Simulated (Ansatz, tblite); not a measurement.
**The cluster Cu₂Ag₇: one state, many levels**

Aim: run the doublet of the cluster Cu₂Ag₇ at one geometry on many levels, and compare frontier levels, spin and run time.

Method: as each input shows; program: Ansatz 0.2.0, Gaussian basis.

Levels to be run: GFN1-xTB, GFN2-xTB, PBE-D4/def2-SVP, r2SCAN-D4/def2-SVP, BLYP-D4/def2-SVP.

18 further runs of the same task are left out: 10 that didn't finish, 8 set aside as unsound or not needed.

## (1) The structure

The geometry is that of the doublet, from an earlier relaxation (PBE0-D4/def2-SVP). At that level it is the lowest of the isomers that a small search found.

9 atoms, charge 0, spin multiplicity 2.

Bond lengths: Ag1–Ag4 2.964 Å, Ag1–Ag5 2.772 Å, Ag1–Ag6 2.944 Å, Ag1–Ag7 2.768 Å, Ag1–Cu8 2.716 Å, Ag1–Cu9 2.651 Å, Ag2–Ag3 2.850 Å, Ag2–Ag7 2.794 Å, Ag2–Cu8 2.629 Å, Ag2–Cu9 2.684 Å, Ag3–Ag5 2.795 Å, Ag3–Cu8 2.635 Å, Ag3–Cu9 2.681 Å, Ag4–Ag5 2.844 Å, Ag4–Ag6 2.854 Å, Ag4–Cu8 2.582 Å, Ag5–Cu8 2.719 Å, Ag5–Cu9 2.633 Å and more. Angles: Ag4–Ag1–Ag5 59.3°, Ag4–Ag1–Ag6 57.8°, Ag4–Ag1–Ag7 105.9°, Ag4–Ag1–Cu8 53.9°, Ag4–Ag1–Cu9 100.0°, Ag5–Ag1–Ag6 106.3°, Ag5–Ag1–Ag7 108.8°, Ag5–Ag1–Cu8 59.4°, Ag5–Ag1–Cu9 58.0°, Ag6–Ag1–Ag7 59.5°, Ag6–Ag1–Cu8 54.3°, Ag6–Ag1–Cu9 100.5°, Ag7–Ag1–Cu8 59.4°, Ag7–Ag1–Cu9 58.2°, Cu8–Ag1–Cu9 53.8°, Ag3–Ag2–Ag7 107.3°, Ag3–Ag2–Cu8 57.3°, Ag3–Ag2–Cu9 57.8° and more.

Ag takes a core potential in the def2 sets. No spin-orbit coupling is included.

PBE0-D4/def2-SVP was run before; its log isn't repeated, and its numbers join the tables.

## (2) GFN1-xTB

Tight binding, by tblite at 300 K electronic temperature and without a spin-polarisation term:

```python
tblite.interface.Calculator('GFN1-xTB', numbers, positions, charge=0, uhf=1).singlepoint()
```

Energy -980.6742 eV; 0.093 s.

## (3) GFN2-xTB

Tight binding, by tblite at 300 K electronic temperature and without a spin-polarisation term:

```python
tblite.interface.Calculator('GFN2-xTB', numbers, positions, charge=0, uhf=1).singlepoint()
```

Energy -960.7999 eV; 0.082 s.

## (4) PBE-D4/def2-SVP

start.molden holds the orbitals of an earlier run on this state, given as this run's starting guess.

File in.yaml:

```yaml
crystal:
  periodic: [false, false, false]
  atoms:
    - {symbol: Ag, position_ang: [-0.826827, -1.856251, 0.370347]}
    - {symbol: Ag, position_ang: [-0.504593, 2.635186, 0.577703]}
    - {symbol: Ag, position_ang: [2.107648, 1.533823, 0.868562]}
    - {symbol: Ag, position_ang: [1.060770, -1.668429, -1.907078]}
    - {symbol: Ag, position_ang: [1.843713, -1.247315, 0.794507]}
    - {symbol: Ag, position_ang: [-1.566300, -0.587232, -2.180969]}
    - {symbol: Ag, position_ang: [-2.285724, 0.495807, 0.343450]}
    - {symbol: Cu, position_ang: [0.248313, 0.426846, -0.634721]}
    - {symbol: Cu, position_ang: [-0.076988, 0.267554, 1.768189]}
basis:
  gaussian: {orbitals: def2-SVP, initial_orbitals: start.molden}
magnetization: {spin_polarized: true, initial_magnetization: 1}
hamiltonian: {xc: pbe, dispersion: d4}
scf: {omitted_lower_state_checks: [starts]}
output: {orbitals: {seedname: orbitals}}
```

On the command line:

```console
> ansatz run in.yaml --threads 6 --pin off --events-out ev --progress --plain --max-ram 7833MiB
```

Further steps of the session: r2SCAN-D4/def2-SVP; BLYP-D4/def2-SVP.

**Question.** What will the summary of the whole plan be? Wanted: gap in def2-SVP, named functionals, smallest and largest; binding an atom, functionals in def2-SVP; ⟨S²⟩ in def2-SVP, named functionals, smallest and largest.

As calculated:

```
                                                 quantity                                  value
 gap in def2-SVP, named functionals, smallest and largest   0.18 eV (BLYP-D4), 1.30 eV (PBE0-D4)
                 binding an atom, functionals in def2-SVP  1.72 (PBE0-D4) to 2.00 eV (r2SCAN-D4)
⟨S²⟩ in def2-SVP, named functionals, smallest and largest                           0.752, 0.761
```

Over the named functionals in def2-SVP the gap runs from 0.18 eV (BLYP-D4) to 1.30 eV (PBE0-D4); exact exchange widens it. Over the named functionals in def2-SVP spin contamination reaches 0.01 (PBE0-D4), which is small.
